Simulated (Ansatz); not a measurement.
**C₂H₄AlCl: basis-set convergence**

One table from this session's results is given with a row withheld; the runs are named, their logs left out.

Method: one geometry, several basis sets; program: Ansatz 0.2.0, Gaussian basis.

Levels to be run: PBE0-D4/def2-SVP; ωB97M-V/def2-SVP; PBE0-D4/def2-QZVPP; ωB97M-V/def2-QZVPP; the functionals' def2-TZVPP values are taken from earlier runs.

## Structure used throughout

The geometry comes from an earlier relaxation with PBE0-D4 in a triple-zeta def2 set; it is a stationary point, not always the lowest conformer.

8 atoms, charge 0, spin multiplicity 1.

Atoms are counted from 1 here; the program's logs count them from 0.

Bond lengths: Cl1–Al4 2.101 Å, C2–C3 1.336 Å, C2–Al4 1.926 Å, C2–H5 1.089 Å, C3–H6 1.088 Å, C3–H7 1.089 Å, Al4–H8 1.577 Å. Angles: C3–C2–Al4 118.5°, C3–C2–H5 117.6°, Al4–C2–H5 123.9°, C2–C3–H6 122.9°, C2–C3–H7 121.9°, H6–C3–H7 115.2°, Cl1–Al4–C2 120.3°, Cl1–Al4–H8 118.5°, C2–Al4–H8 121.2°.

The first run:

Contents of in.yaml:

```yaml
crystal:
  periodic: [false, false, false]
  atoms:
    - {symbol: Cl, position_ang: [-3.078107, -0.891779, -0.624960]}
    - {symbol: C, position_ang: [0.037589, 0.644616, -0.255431]}
    - {symbol: C, position_ang: [1.305915, 0.597043, 0.161003]}
    - {symbol: Al, position_ang: [-1.074318, -0.905970, 0.005807]}
    - {symbol: H, position_ang: [-0.304925, 1.565430, -0.724572]}
    - {symbol: H, position_ang: [1.996317, 1.431219, 0.049973]}
    - {symbol: H, position_ang: [1.721592, -0.288258, 0.639378]}
    - {symbol: H, position_ang: [-0.511863, -2.209503, 0.693104]}
basis:
  gaussian: {orbitals: def2-SVP}
hamiltonian: {xc: pbe0, dispersion: d4}
output: {orbitals: {seedname: orbitals}}
```

Command:

```
$ ansatz run in.yaml --threads 2 --pin off --events-out ev --progress --plain --max-ram 4352MiB
```

Among the steps run: PBE0-D4 in def2-SVP; ωB97M-V in def2-SVP; PBE0-D4 in def2-QZVPP; ωB97M-V in def2-QZVPP.

One of the session's tables, all rows but one given; the rest of the session is left out.

It belongs to the step «Functionals by basis». 

| functional | basis | HOMO (eV) | LUMO (eV) |
| --- | --- | --- | --- |
| PBE0-D4 | def2-SVP | ? | ? |
| PBE0-D4 | def2-TZVPP | -8.28 | -1.61 |
| PBE0-D4 | def2-QZVPP | -8.30 | -1.64 |
| ωB97M-V | def2-SVP | -10.37 | 0.33 |
| ωB97M-V | def2-TZVPP | -10.48 | 0.19 |
| ωB97M-V | def2-QZVPP | -10.51 | 0.09 |

Estimate the missing values for PBE0-D4, def2-SVP.

As computed: HOMO (eV): -8.21; LUMO (eV): -1.54. In the column «HOMO (eV)» it is the highest.
